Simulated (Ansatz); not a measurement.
# TlZn3As3: the cost of one run

Computed with Ansatz 0.2.0 (DFT PBE, scalar-relativistic, plane waves, PAW, unless a step's input says otherwise).

## (1) The starting structure

The structure is cubic, space group Pm-3m (No. 221). Conventional cell: a = 5.381 Å, b = 5.381 Å, c = 5.381 Å, α = 90.00°, β = 90.00°, γ = 90.00°. Zn (site symmetry 4/mmm) is surrounded by 4 As at 2.69 Å. Tl (site symmetry m-3m) has 6 As at 2.69 Å as nearest neighbours. As (site symmetry 4/mmm) is surrounded by 4 Zn at 2.69 Å and 2 Tl at 2.69 Å.

As a file:

```xyz
7
Lattice="5.3807 0.0000 0.0000 0.0000 5.3807 0.0000 0.0000 0.0000 5.3807" Properties=species:S:1:pos:R:3 pbc="T T T"
Zn    0.0000    2.6904    0.0000
Zn    2.6904    0.0000    0.0000
Zn    0.0000    0.0000    2.6904
Tl    2.6904    2.6904    2.6904
As    0.0000    2.6904    2.6904
As    2.6904    2.6904    0.0000
As    2.6904    0.0000    2.6904
```

A structure generator made this guess: species swapped into a database cell of Ce3GaBr3 (Pm-3m, No. 221), with As on the Ce sites, Tl on the Ga sites and Zn on the Br sites. The dimensions are guesses.

## (2) Probe: one point on a coarse mesh

input.yaml

```yaml
crystal:
  lattice:
    - [5.38073178, 0.0, 0.0]
    - [0.0, 5.38073178, 0.0]
    - [0.0, 0.0, 5.38073178]
  atoms:
    - { symbol: Zn, position: [0.0, 0.5, 0.0] }
    - { symbol: Zn, position: [0.5, 0.0, 0.0] }
    - { symbol: Zn, position: [0.0, 0.0, 0.5] }
    - { symbol: Tl, position: [0.5, 0.5, 0.5] }
    - { symbol: As, position: [0.0, 0.5, 0.5] }
    - { symbol: As, position: [0.5, 0.5, 0.0] }
    - { symbol: As, position: [0.5, 0.0, 0.5] }
basis:
  ecutwfc: 420
kpoints:
  mp_grid: { grid: [4, 4, 4] }
hamiltonian:
  xc: pbe
scf:
  occupations: { method: gaussian, width: 0.1 }
  lower_state_search: "off"
output:
  forces: true
  stress: true
  eigenvalues: true
```

Run with:

```
$ ansatz run input.yaml --threads 1 --pin off --max-ram 2048MiB --backend cpu --events-out ev --progress --plain --runs-dir out
```

Q: Estimate wall time and peak memory on 1 thread of Arm Neoverse V1, shared host.

About 6 s, with a peak of 0.42 GiB.
